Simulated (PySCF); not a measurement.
# CH7BClNSi: the cost of one run

Programs: PySCF 2.14.0, with density-fitted response routines of our own. Each step states its level of theory. These are calculated values for one molecule in the gas phase, unless marked as measured. Atoms are numbered from 0 throughout.

## 1. The molecule as given

12 atoms, charge 0, multiplicity 1; geometry from: GFN2-xTB. The atoms were then displaced at random by about 0.01 Å, so the start is not that level's minimum.

Bonds of the start (Å): N0–B1 1.37, B1–C2 1.57, C2–Si3 1.94, Si3–Cl4 2.01, N0–H5 1.04, N0–H6 0.99, B1–H7 1.18, C2–H8 1.07, C2–H9 1.10, Si3–H10 1.43, Si3–H11 1.48.

## 2. Geometry optimisation at PBE0-D3(BJ)/def2-SVP

What the job is given:

```
{"job": {"xc": "PBE0", "basis": "def2-SVP", "d3": "d3bj", "grid": 1, "shake": 0.01, "kind": "geom"}, "charge": 0, "multiplicity": 1}
N     -1.977760     0.093860     0.137280
B     -0.962050    -0.008040    -0.769290
C      0.331060    -0.793420    -0.355300
Si     1.626720     0.319080     0.563440
Cl     2.042980     1.938050    -0.550890
H     -2.850940     0.629420    -0.058020
H     -1.975160    -0.283370     1.056980
H     -1.046130     0.507980    -1.824980
H      0.846790    -1.209590    -1.200510
H      0.112780    -1.628380     0.324700
H      2.839490    -0.399240     0.824750
H      1.051900     0.805390     1.842800
```

Started as:

```console
$ OMP_NUM_THREADS=1 python probes_run.py task.json out
```

This one command runs all jobs of the session in turn.

Q: Estimate the wall time and peak memory of this first job on 1 thread of Arm Neoverse N1, shared host.

About 93 s, with a peak of 0.47 GiB.
